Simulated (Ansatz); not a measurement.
# BNH6 (B(NH3)H3) at r2SCAN0/STO-3G

What is the electronic atomisation energy of BNH6 (B(NH3)H3) at r2SCAN0/STO-3G? 

The results are computed with Ansatz 0.2.0.

57 further runs of the same task are left out: 57 set aside as unsound or not needed.

### Step 1. The molecule

BNH6: 8 atoms, total charge 0, spin state singlet. SMILES: `[H]B([H])([H])<-N`. The coordinates come from a GFN2-xTB relaxation.

Bond lengths: B1–N2 1.659 Å, N2–H3 1.013 Å, N2–H4 1.013 Å, N2–H5 1.013 Å, B1–H6 1.191 Å, B1–H7 1.191 Å, B1–H8 1.190 Å. Some angles: B1–N2–H3 108.6°, B1–N2–H4 108.6°, B1–N2–H5 108.6°, N2–B1–H6 105.5°, N2–B1–H7 105.6°, N2–B1–H8 105.6°, H3–N2–H4 110.3°, H3–N2–H5 110.4°, H4–N2–H5 110.3°, H6–B1–H7 113.1°.

### Step 2. A single-point energy at r2SCAN0/STO-3G

input.yaml

```yaml
crystal:
  periodic: [false, false, false]
  atoms:
    - {symbol: B, position_ang: [-0.002200, 0.002970, -0.830690]}
    - {symbol: "N", position_ang: [0.002130, -0.003040, 0.827960]}
    - {symbol: H, position_ang: [-0.956060, 0.034440, 1.153510]}
    - {symbol: H, position_ang: [0.515830, 0.807160, 1.152720]}
    - {symbol: H, position_ang: [0.449590, -0.854150, 1.146140]}
    - {symbol: H, position_ang: [1.143350, -0.032090, -1.152840]}
    - {symbol: H, position_ang: [-0.545010, 1.015160, -1.144860]}
    - {symbol: H, position_ang: [-0.607620, -0.970450, -1.151930]}
basis:
  gaussian:
    orbitals: STO-3G
hamiltonian:
  xc: {name: r2SCAN0}
accuracy: high
```

Run with:

```console
$ ansatz run input.yaml --threads 1 --pin off --max-ram 2610MiB --events-out events.jsonl --progress --plain --runs-dir runs
```

Log:

```text
Warning: RAYON_NUM_THREADS=1 ignored (pool sized by the plan → 1); use --threads N
Functional definition: r2SCAN0
  name "r2SCAN0"
  parameter a = 0.25
  parameter k0 = 0.174
  parameter k1 = 0.065
  parameter a1 = 4.9479
  exchange = (1 - a)*r2scan_x(k0 = k0, k1 = k1, a1 = a1) + a*exact_x
  correlation = r2scan_c
276 factors; integrals over basis functions are off by at most 1.2e-8 eV
mean field evaluation 1: about -2234.0102 eV, gradient 1.0e1 eV
mean field evaluation 2: about -2234.4088 eV, gradient 5.4e0 eV
mean field evaluation 4: about -2234.4846 eV, gradient 7.5e-2 eV
mean field evaluation 8: about -2234.4534 eV, gradient 4.4e-5 eV
mean field -2234.45343624 eV, -82.1146492147 hartree, gradient 6.5e-8 eV, S^2 0.000000; 0 other end points of the search recorded, 0 dependent functions left out
reference -2234.45343657 eV, -82.1146492271 hartree; 9, 9 occupied and 7, 7 virtual orbitals, 276 factors
Total energy: -2234.45343657 eV, -82.1146492271 hartree
```

Wall time 2.4 s (1 thread of Arm Neoverse V1, shared host); peak memory 0.14 GiB.

### Step 3. The B atom, same level

run.yaml

```yaml
basis:
  gaussian: {orbitals: STO-3G}
crystal:
  periodic: [false, false, false]
  atoms:
    - symbol: B
      position_ang: [0.000000, 0.000000, 0.000000]
magnetization: {spin_polarized: true, initial_magnetization: 1}
hamiltonian: {xc: {name: r2SCAN0}}
accuracy: high
```

Run the same way, it converges to -24.25616 Eh (log not shown).

### Step 4. The H atom, same level

run.yaml

```yaml
crystal:
  periodic: [false, false, false]
  atoms:
    - {symbol: H, position_ang: [0.000000, 0.000000, 0.000000]}
basis:
  gaussian:
    orbitals: STO-3G
accuracy: high
magnetization:
  spin_polarized: true
  initial_magnetization: 1
hamiltonian:
  xc: {name: r2SCAN0}
```

Run the same way, it converges to -0.46649 Eh (log not shown).

### Step 5. The N atom at the same level

job.yaml

```yaml
crystal:
  periodic: [false, false, false]
  atoms:
    - {symbol: N, position_ang: [0.000000, 0.000000, 0.000000]}
basis:
  gaussian:
    orbitals: STO-3G
magnetization:
  spin_polarized: true
  initial_magnetization: 3
hamiltonian:
  xc: {name: r2SCAN0}
accuracy: high
```

Run the same way, it converges to -53.88331 Eh (log not shown).

### Step 6. Results

At r2SCAN0/STO-3G:

```
                     quantity         value
       molecule: total energy  -82.11465 Eh
         B atom: total energy  -24.25616 Eh
                 B atom: ⟨S²⟩         0.750
         H atom: total energy   -0.46649 Eh
                 H atom: ⟨S²⟩         0.750
         N atom: total energy  -53.88331 Eh
                 N atom: ⟨S²⟩         3.750
electronic atomisation energy     32.007 eV
```

**Reading.** Taking the molecule apart into free atoms costs 32.01 eV (738 kcal/mol), before zero-point energy and without spin-orbit coupling. In a minimal basis such a difference can be off by several eV, whatever the method.
